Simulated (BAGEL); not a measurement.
# B2NH4Cl (SMILES NBBCl): HF/def2-SVPD (density fitting with qzvpp-jkfit)

Aim: the vertical singlet–triplet gap of B2NH4Cl at HF/def2-SVPD (density fitting with qzvpp-jkfit), from 2 runs. 

Program for the calculation: BAGEL 1.2.2.

3 further runs of the same task are left out: 2 that didn't finish, 1 set aside as unsound or not needed.

### Step 1. Starting point

B2NH4Cl has 8 atoms, charge 0, and is taken as a singlet. SMILES: `NBBCl`. The shape is that of a GFN2-xTB optimisation. This is one conformer, not always the lowest.

Bond lengths: N1–B2 1.383 Å, B2–B3 1.670 Å, B3–Cl4 1.709 Å, N1–H5 1.007 Å, N1–H6 1.007 Å, B2–H7 1.181 Å, B3–H8 1.181 Å. Angles: N1–B2–B3 124.6°, B2–B3–Cl4 122.2°, N1–B2–H7 115.3°, B3–B2–H7 120.1°, B2–N1–H5 123.9°, B2–N1–H6 124.1°, B2–B3–H8 123.8°, Cl4–B3–H8 113.8°, H5–N1–H6 112.0°.

### Step 2. A single-point energy at HF/def2-SVPD (density fitting with qzvpp-jkfit)

The input, hf.json:

```json
{ "bagel": [

{
  "title": "molecule",
  "basis": "def2-svpd.json",
  "df_basis": "qzvpp-jkfit",
  "angstrom": true,
  "geometry": [
    { "atom": "N", "xyz": [    0.819700,    0.828480,    0.721530 ] },
    { "atom": "B", "xyz": [    0.253870,    0.274990,   -0.412700 ] },
    { "atom": "B", "xyz": [   -0.794980,   -1.024820,   -0.411170 ] },
    { "atom": "Cl", "xyz": [   -2.484420,   -0.833070,   -0.240220 ] },
    { "atom": "H", "xyz": [    1.455950,    1.609070,    0.707580 ] },
    { "atom": "H", "xyz": [    0.637320,    0.506870,    1.658540 ] },
    { "atom": "H", "xyz": [    0.569610,    0.780820,   -1.431960 ] },
    { "atom": "H", "xyz": [   -0.457030,   -2.142340,   -0.591600 ] }
  ]
},
{
  "title": "hf"
},
{
  "title": "print",
  "file": "orbitals.molden",
  "orbitals": true
}

]}
```

The basis set def2-SVPD is read from a file made from the Basis Set Exchange's data (not shown).

Launch:

```console
$ BAGEL_NUM_THREADS=1 BAGEL hf.json > hf.out
```

Output:

```text
* using 1 threads per process

  ===============================================================
  ===============================================================

  *** Geometry ***

  { "atom" : "N", "xyz" : [      1.549009,      1.565600,      1.363494 ] },
  { "atom" : "B", "xyz" : [      0.479745,      0.519656,     -0.779890 ] },
  { "atom" : "B", "xyz" : [     -1.502294,     -1.936629,     -0.776999 ] },
  { "atom" : "Cl", "xyz" : [     -4.694873,     -1.574274,     -0.453950 ] },
  { "atom" : "H", "xyz" : [      2.751347,      3.040702,      1.337132 ] },
  { "atom" : "H", "xyz" : [      1.204360,      0.957845,      3.134186 ] },
  { "atom" : "H", "xyz" : [      1.076407,      1.475536,     -2.706012 ] },
  { "atom" : "H", "xyz" : [     -0.863662,     -4.048436,     -1.117962 ] },

  Number of auxiliary basis functions:      427

  Since a DF basis is specified, we compute 2- and 3-index integrals:
    o Being stored without compression. Storage requirement is 0.048 GB

  Number of basis functions:      119
  Number of electrons      :       38

    * METHOD: MOLECULE                             0.21

  *** RHF ***

  === Nuclear Repulsion ===
   118.4945033351

      * DIIS with orbital gradients will be used.

  === RHF iteration (def2-svpd.json) ===
      0       -565.33090901          0.01493391           0.09
      1       -565.45737100          0.00881081           0.09
      2       -565.49283629          0.00139848           0.09
      3       -565.49449174          0.00029739           0.09
      4       -565.49456528          0.00007428           0.08
      5       -565.49457276          0.00002294           0.09
      6       -565.49457371          0.00000851           0.09
      7       -565.49457384          0.00000359           0.09
      8       -565.49457387          0.00000136           0.09
      9       -565.49457387          0.00000047           0.09
     10       -565.49457387          0.00000018           0.09
     11       -565.49457387          0.00000006           0.09
     12       -565.49457387          0.00000002           0.08
     13       -565.49457387          0.00000001           0.09
    * SCF iteration converged.

    * Permanent dipole moment:
           (   -0.689752,    -0.289916,    -0.515977) a.u.

    * METHOD: HF                                   1.41

    * METHOD: PRINT                                0.02

  ===============================================================
```

Wall time 1.8 s (1 thread of Arm Neoverse V2, shared host); peak memory 0.14 GiB.

### Step 3. The triplet

The input, calc.json:

```json
{ "bagel": [

{
  "title": "molecule",
  "basis": "def2-svpd.json",
  "df_basis": "qzvpp-jkfit",
  "angstrom": true,
  "geometry": [
    { "atom": "N", "xyz": [    0.819700,    0.828480,    0.721530 ] },
    { "atom": "B", "xyz": [    0.253870,    0.274990,   -0.412700 ] },
    { "atom": "B", "xyz": [   -0.794980,   -1.024820,   -0.411170 ] },
    { "atom": "Cl", "xyz": [   -2.484420,   -0.833070,   -0.240220 ] },
    { "atom": "H", "xyz": [    1.455950,    1.609070,    0.707580 ] },
    { "atom": "H", "xyz": [    0.637320,    0.506870,    1.658540 ] },
    { "atom": "H", "xyz": [    0.569610,    0.780820,   -1.431960 ] },
    { "atom": "H", "xyz": [   -0.457030,   -2.142340,   -0.591600 ] }
  ]
},
{
  "title": "uhf",
  "charge": 0,
  "nopen": 2
},
{
  "title": "print",
  "file": "orbitals.molden",
  "orbitals": true
}

]}
```

The basis set def2-SVPD is read from a file made from the Basis Set Exchange's data (not shown).

Launch:

```console
$ BAGEL_NUM_THREADS=1 BAGEL calc.json > calc.out
```

Output:

```text
* using 1 threads per process

  ===============================================================
  ===============================================================

  *** Geometry ***

  { "atom" : "N", "xyz" : [      1.549009,      1.565600,      1.363494 ] },
  { "atom" : "B", "xyz" : [      0.479745,      0.519656,     -0.779890 ] },
  { "atom" : "B", "xyz" : [     -1.502294,     -1.936629,     -0.776999 ] },
  { "atom" : "Cl", "xyz" : [     -4.694873,     -1.574274,     -0.453950 ] },
  { "atom" : "H", "xyz" : [      2.751347,      3.040702,      1.337132 ] },
  { "atom" : "H", "xyz" : [      1.204360,      0.957845,      3.134186 ] },
  { "atom" : "H", "xyz" : [      1.076407,      1.475536,     -2.706012 ] },
  { "atom" : "H", "xyz" : [     -0.863662,     -4.048436,     -1.117962 ] },

  Number of auxiliary basis functions:      427

  Since a DF basis is specified, we compute 2- and 3-index integrals:
    o Being stored without compression. Storage requirement is 0.048 GB

  Number of basis functions:      119
  Number of electrons      :       38

    * METHOD: MOLECULE                             0.23

  *** Open-shell HF ***

  === Nuclear Repulsion ===
   118.4945033351

      * DIIS with orbital gradients will be used.

  === UHF iteration (def2-svpd.json) ===
      0       -565.15263779          0.02881675           0.18
      1       -565.29272967          0.01716567           0.18
      2       -565.32277287          0.00930478           0.18
      3       -565.33554006          0.00168699           0.18
      4       -565.33725848          0.00073615           0.18
      5       -565.33777372          0.00044207           0.18
      6       -565.33811123          0.00021173           0.18
      7       -565.33820573          0.00013584           0.18
      8       -565.33825343          0.00009220           0.18
      9       -565.33827852          0.00004141           0.18
     10       -565.33828269          0.00001657           0.18
     11       -565.33828319          0.00000826           0.18
     12       -565.33828331          0.00000466           0.18
     13       -565.33828335          0.00000249           0.18
     14       -565.33828336          0.00000165           0.18
     15       -565.33828336          0.00000125           0.18
     16       -565.33828336          0.00000080           0.18
     17       -565.33828336          0.00000047           0.18
     18       -565.33828337          0.00000028           0.18
     19       -565.33828337          0.00000014           0.18
     20       -565.33828337          0.00000008           0.18
     21       -565.33828337          0.00000004           0.18
     22       -565.33828337          0.00000003           0.18
     23       -565.33828337          0.00000002           0.18
     24       -565.33828337          0.00000001           0.18
     25       -565.33828337          0.00000001           0.18
    * SCF iteration converged.

    * S^2 (UHF) is 2.0175

    * Permanent dipole moment:
           (   -1.196693,    -0.904863,    -0.544370) a.u.

    * METHOD: UHF                                  4.87

    * METHOD: PRINT                                0.02

  ===============================================================
```

Run time: 5.4 s. Hardware: 1 thread of Arm Neoverse V2, shared host; peak memory 0.14 GiB.

### Step 4. What came out

Level: HF/def2-SVPD (density fitting with qzvpp-jkfit).

```
                                        quantity          value
                           singlet: total energy  -565.49457 Eh
                          singlet: dipole moment         2.31 D
                            singlet: HOMO energy      -10.85 eV
                            singlet: LUMO energy        1.81 eV
                          singlet: HOMO–LUMO gap       12.66 eV
                           triplet: total energy  -565.33828 Eh
                          triplet: dipole moment         4.06 D
                                   triplet: ⟨S²⟩          2.018
vertical energy of the triplet above the singlet       4.253 eV
```

What this shows: At this shape the triplet lies 4.25 eV (410 kJ/mol) above the singlet.
